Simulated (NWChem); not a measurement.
# BP86/def2-TZVP (core potential) run of SnH2F2 (SMILES [F][SnH2][F])

What is the electronic atomisation energy of SnH2F2 at BP86/def2-TZVP (core potential)? 

The results are computed with NWChem 7.3.0.

4 further runs of the same task are left out: 4 that didn't finish.

## Step 1: Starting point

The species is SnH2F2 (5 atoms), meant as a singlet with charge 0. As SMILES, `[F][SnH2][F]`. The coordinates come from a PBE0-D4/def2-TZVP relaxation.

Bond lengths: F1–Sn2 1.909 Å, Sn2–F3 1.909 Å, Sn2–H4 1.692 Å, Sn2–H5 1.692 Å. Angles: F1–Sn2–F3 103.3°, F1–Sn2–H4 107.1°, F1–Sn2–H5 107.1°, F3–Sn2–H4 107.1°, F3–Sn2–H5 107.1°, H4–Sn2–H5 123.6°.

## Step 2: The energy at BP86/def2-TZVP (core potential) (run 1)

Input file work.nw:

```
start work
title "F2H2Sn"
memory total 2200 mb

geometry units atomic noautosym nocenter noautoz
  F  -0.64912092 -0.67330942  3.29076907
  Sn  0.24358570 -0.13832795 -0.16289439
  F  -2.32663080  2.09891881 -1.34624089
  H  -0.16516206 -2.92359529 -1.68015550
  H   2.99181440  1.49685206 -0.17952398
end

basis spherical bse
  * library def2-TZVP
end

ecp bse
  Sn library def2-TZVP
end

dft
  xc becke88 perdew86
  grid fine
  convergence energy 1e-08
  maxiter 100
  mulliken
  noprint "final vectors analysis"
end

task dft energy
```

Launch:

```
nwchem work.nw > work.out
```

Output:

```text
[...]
          Wavefunction type:  closed shell.
          No. of atoms     :     5
          No. of electrons :    42
[...]
          Charge           :     0
          Spin multiplicity:     1
[...]
          AO basis - number of functions:   124
[...]
              XC Information
              --------------
                    Becke 1988 Exchange Functional  1.000
                Perdew 1981 Correlation Functional  1.000 local
                Perdew 1986 Correlation Functional  1.000 non-local
[...]
 d= 0,ls=0.0,diis     1   -415.2938551570 -5.60D+02  2.16D-02  1.37D+00     4.1
[...]
 d= 0,ls=0.0,diis    10   -415.4444351238 -2.25D-09  9.52D-08  1.23D-10    30.0
         Total DFT energy =     -415.444435123803
      One electron energy =     -945.137764145338
           Coulomb energy =      424.969229186635
    Exchange-Corr. energy =      -39.885637341178
 Nuclear repulsion energy =      144.609737176078
[...]
      Total Density - Mulliken Population Analysis
     ---------------------------------------------
    Atom       Charge   Shell Charges
 -----------   ------   -------------------------------------------------------
    1 F    9     9.44   0.77  1.19  0.62  0.96  0.41  2.27  2.08  1.12  0.00  0.01  0.00
    2 Sn  22    21.04   0.29 -0.77  1.58  0.91  0.98  0.29 -0.40  6.37  0.78  0.61  0.07  8.86  1.19  0.19  0.01  0.09
    3 F    9     9.44   0.77  1.19  0.62  0.96  0.41  2.27  2.08  1.12  0.00  0.01  0.00
    4 H    1     1.04   0.23  0.54  0.26  0.01
    5 H    1     1.04   0.23  0.54  0.26  0.01
[...]
```

It took 31 s on 1 thread of AMD EPYC 7B13 (Zen 3), shared host; peak memory 0.12 GiB.

## Step 3: The F atom, same level (run 2)

Input file f.xyz:

```xyz
1
F
F      0.000000     0.000000     0.000000
```

Input file f.nw:

```
echo
start f
title "F"
memory stack 880 mb heap 220 mb global 1100 mb

geometry units angstrom noautosym nocenter noautoz
   load format xyz f.xyz
end

basis spherical bse
   * library def2-TZVP
end

dft
   xc becke88 perdew86
   mult 2
   grid fine
   convergence energy 1e-08
   maxiter 100
   mulliken
   noprint "final vectors analysis"
end

task dft energy
```

Run the same way, it converges to -99.76144 Eh (log not shown).

Run 3 isn't shown in full; the table further down has it.

## Step 4: The Sn atom, same level (run 4)

Input file a.nw:

```
START a
memory total 2200 mb

GEOMETRY units angstroms noautosym nocenter noautoz
   Sn     0.000000     0.000000     0.000000
END

BASIS "ao basis" spherical bse
   Sn library def2-TZVP
END

ECP bse
   Sn library def2-TZVP
END

DFT
   xc becke88 perdew86
   mult 3
   grid fine
   convergence energy 1e-08
   iterations 100
   mulliken
   noprint "final vectors analysis"
END

TASK dft
```

Run the same way, it converges to -214.37002 Eh (log not shown).

## Step 5: All runs side by side

```
run                             level  core potential  partner  energy (Eh)  wall time
  1   BP86/def2-TZVP (core potential)       def2-TZVP     base  -415.444435       31 s
  2                   UBP86/def2-TZVP               –    atoms   -99.761444      1.1 s
  3                   UBP86/def2-TZVP               –    atoms    -0.500019     0.69 s
  4  UBP86/def2-TZVP (core potential)       def2-TZVP    atoms  -214.370019       10 s
```

## Step 6: Outcome

Level: BP86/def2-TZVP (core potential).

| quantity | value |
| --- | --- |
| Sn atom: total energy | -214.37002 Eh |
| Sn atom: ⟨S²⟩ | 2.002 |
| electronic atomisation energy | 15.007 eV |

What this shows: Taking the molecule apart into free atoms costs 15.01 eV (1448 kJ/mol), before zero-point energy and without spin-orbit coupling. All runs together took 43 s, the longest 31 s.
